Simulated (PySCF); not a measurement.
# CsLi: bond curves at several levels of theory

Aim: find the lowest electronic state of CsLi, scan its bond at several levels of theory, and get bond length, wavenumber and dissociation energy from each curve.

Method: Cs def2-TZVP with ECP46, Li def2-TZVP, scalar-relativistic core potentials; program: PySCF 2.14.0.

### 1 Input

The job is set up so:

```json
{
 "atoms": "Cs, Li",
 "charge": "0",
 "basis": "Cs def2-TZVP with ECP46, Li def2-TZVP",
 "Hamiltonian": "scalar-relativistic core potentials",
 "basis functions": "43",
 "electrons treated": "12",
 "masses in u": "132.9054, 7.0160",
 "levels": "PBE0, PBE, r²SCAN, B2PLYP, TPSS, M06-2X, HF, MP2, SCS-MP2, CCSD, CCSD(T)",
 "grid": "80 radial by 434 angular points",
 "occupations": "held fixed by the projection of orbital angular momentum",
 "dissociation limit": "Cs + Li, each in its ground configuration",
 "starting distance in angstrom": "3.490",
 "values of 2S to try": "0, 2"
}
```

Run with:

```console
$ OMP_NUM_THREADS=1 python dia.py task.json out
```

The runs that follow: First curve: PBE0; Other states along the same grid; PBE (GGA); r²SCAN (meta-GGA); B2PLYP; TPSS (meta-GGA); M06-2X; RHF (mean field); Adding correlation.

Before running it: what results should come out? Wanted: for each run, Re; ωe; De; μ.

**Answer**, as computed:

Lowest PBE0 solution found, without spin–orbit coupling: ¹Σ⁺ (singlet), closed shell. State 2 has its PBE0 minimum 0.57 eV higher. State 3 has its PBE0 minimum 1.05 eV higher. State 4 has its PBE0 minimum 1.46 eV higher, as a spin-mixed determinant (⟨S²⟩ = 1.00), so this is no gap between pure states. The other levels ran on the lowest alone.

```csv
level,Re (Å),ωe (cm⁻¹),De (eV),μ (D)
RHF,3.932,167.7,-0.032,-6.87
RHF-MP2,3.754,177.3,0.346,n/a
RHF-SCS-MP2,3.780,174.9,0.426,n/a
RHF-CCSD,3.775,173.2,0.57,n/a
RHF-CCSD(T),3.776,170.5,0.60,n/a
PBE,3.739,172.4,0.66,-4.18
TPSS,3.803,168.7,0.78,-5.43
r²SCAN,3.802,172.5,0.53,-5.28
PBE0,3.749,177.5,0.61,-5.04
M06-2X,3.646,186.3,0.75,-3.87
B2PLYP,3.747,174.4,0.55,-5.14
```

De is counted to Cs + Li in their ground configurations. A positive dipole means Cs(−)Li(+).

Differences from CCSD(T) in the same basis:

```csv
level,Re (mÅ),ωe (%)
RHF,+156,-1.6
RHF-MP2,-22,+4.0
RHF-SCS-MP2,+4,+2.6
RHF-CCSD,0,+1.6
PBE,-37,+1.1
TPSS,+27,-1.0
r²SCAN,+26,+1.2
PBE0,-27,+4.1
M06-2X,-130,+9.3
B2PLYP,-29,+2.3
```

In words: Against CCSD(T) in the same basis, the bond length is nearest at RHF-CCSD (0 mÅ) and farthest at RHF (+156 mÅ); the wavenumber is nearest at TPSS (-1.0 %) and farthest at M06-2X (+9.3 %). Of the levels with a De here, RHF gives the least (-0.032 eV) and TPSS the most (0.78 eV).

Spin–orbit coupling is left out. B2PLYP dipoles, levels and charges come from its SCF part alone. A negative De means that the minimum lies above the separated atoms at that level.
